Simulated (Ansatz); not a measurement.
# CsGd3S: one candidate of a structure search

Where does this trial cell of CsGd3S go when cell and atoms are let free?

Computed with Ansatz 0.2.0 (DFT PBE, scalar-relativistic, plane waves, PAW, unless a step's input says otherwise).

## (1) The starting structure

It takes space group Pm-3m (No. 221, cubic). Conventional cell: a = 5.622 Å, b = 5.622 Å, c = 5.622 Å, α = 90.00°, β = 90.00°, γ = 90.00°. Cs (site symmetry m-3m) has 6 Gd at 2.81 Å as nearest neighbours. Around Gd (site symmetry 4/mmm) lie 2 Cs at 2.81 Å and 8 Gd at 3.98 Å and 4 S at 3.98 Å. S (site symmetry m-3m) has 12 Gd at 3.98 Å as nearest neighbours.

Structure file:

```cif
data_structure
_symmetry_space_group_name_H-M 'P 1'
_symmetry_Int_Tables_number 1
_cell_length_a 5.6223
_cell_length_b 5.6223
_cell_length_c 5.6223
_cell_angle_alpha 90.000
_cell_angle_beta 90.000
_cell_angle_gamma 90.000
_cell_volume 177.72
loop_
_atom_site_label
_atom_site_type_symbol
_atom_site_fract_x
_atom_site_fract_y
_atom_site_fract_z
_atom_site_occupancy
Cs1 Cs 0.50000 0.50000 0.50000 1
Gd1 Gd 0.00000 0.50000 0.50000 1
Gd2 Gd 0.50000 0.00000 0.50000 1
Gd3 Gd 0.50000 0.50000 0.00000 1
S1 S 0.00000 0.00000 0.00000 1
```

A structure generator made this guess: random cell by space group and Wyckoff sites (Pm-3m, No. 221). The dimensions are guesses.

## (2) The guess as it stands, on a coarse mesh

Input file input.yaml:

```yaml
crystal:
  lattice:
    - [5.62228639, 0.0, 0.0]
    - [0.0, 5.62228639, 0.0]
    - [0.0, 0.0, 5.62228639]
  atoms:
    - { symbol: Cs, position: [0.5, 0.5, 0.5] }
    - { symbol: Gd, position: [0.0, 0.5, 0.5], spin: 7.0 }
    - { symbol: Gd, position: [0.5, 0.0, 0.5], spin: 7.0 }
    - { symbol: Gd, position: [0.5, 0.5, 0.0], spin: 7.0 }
    - { symbol: S, position: [0.0, 0.0, 0.0] }
basis:
  ecutwfc: 420
kpoints:
  mp_grid: { grid: [4, 4, 4] }
hamiltonian:
  xc: pbe
scf:
  occupations: { method: gaussian, width: 0.1 }
  lower_state_search: "off"
output:
  forces: true
  stress: true
  eigenvalues: true
  populations: true
magnetization:
  spin_polarized: true
```

On the command line:

```bash
ansatz run input.yaml --threads 1 --pin off --max-ram 2560MiB --backend cpu --events-out ev --progress --plain --runs-dir out
```

The session goes on with these runs: rough relaxation on the coarse mesh; full relaxation.

What does the calculation give? Wanted: conventional cell; volume; energy over the elements; gap on the mesh; total moment.

The runs gave:

```
                              quantity                                                                      value
symmetry at the end (tolerance 0.05 Å)                                                space group Pm-3m (No. 221)
                     conventional cell  a = 5.622 Å, b = 5.622 Å, c = 5.622 Å, α = 90.00°, β = 90.00°, γ = 90.00°
                                volume                                                              35.54 Å³/atom
              energy over the elements                                                              +1.22 eV/atom
                       gap on the mesh                                                               none (metal)
                          total moment                                                              22.08 μB/cell
```

The space group Pm-3m (No. 221) is kept, at nearly the size of the first guess. With a positive formation energy it can't be a ground state. No finished test with a distortion of lower symmetry is shown, so the end may be a saddle point. Spin-orbit coupling is left out for Gd. The open f shell has no Hubbard U here, which places its levels poorly. Other magnetic orders were not searched.
